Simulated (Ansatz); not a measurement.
# BSe: the cost of one run

The runs use Ansatz 0.2.0, Gaussian basis; def2-QZVPP, all electrons in the functionals.

To be run: PBE, BLYP, r2SCAN, B97M-V, PBE0, B3LYP, at charge 0, quartet; charge 0, doublet; charge 0, sextet; charge 1, triplet; charge 1, quintet.

10 further runs of the same task are left out: 10 set aside as unsound or not needed.

## Step 1: The system

The geometry is a PBE0/def2-TZVP stationary point (not a proven minimum). No spin-orbit coupling is included. The filled d shell of Se may be among the frozen orbitals whatever the setting's name suggests; the logs give the count.

2 atoms, charge 0, spin multiplicity 4.

Atoms are counted from 1 here; the program's logs count them from 0.

Bond lengths: B1–Se2 1.930 Å.

No dispersion term is added; B97M-V holds VV10 nonlocal correlation. B3LYP takes the VWN-RPA correlation.

The geometry shown and the zero of energy belong to the point charge 0, quartet. The yardstick, RCCSD(T), and other wave-function levels (R restricted, U unrestricted, valence and pair active spaces) come from earlier runs.

## Step 2: PBE, charge 0, quartet

The input, in.yaml:

```yaml
crystal:
  periodic: [false, false, false]
  atoms:
    - {symbol: B, position_ang: [0.000000, 0.000000, 0.000000]}
    - {symbol: Se, position_ang: [0.000000, 0.000000, 1.930200]}
basis:
  gaussian: {orbitals: "def2-QZVPP.json"}
magnetization: {spin_polarized: true, initial_magnetization: 3}
hamiltonian: {xc: {name: PBE}}
output: {orbitals: {seedname: orbitals}}
```

Command:

```sh
> ansatz run in.yaml --threads 1 --pin off --events-out ev --progress --plain --max-ram 2393MiB
```

**Question.** How long does this run take on 1 thread of Arm Neoverse V2, shared host, and how much memory does it need?

About 16 s, with a peak of 0.25 GiB.
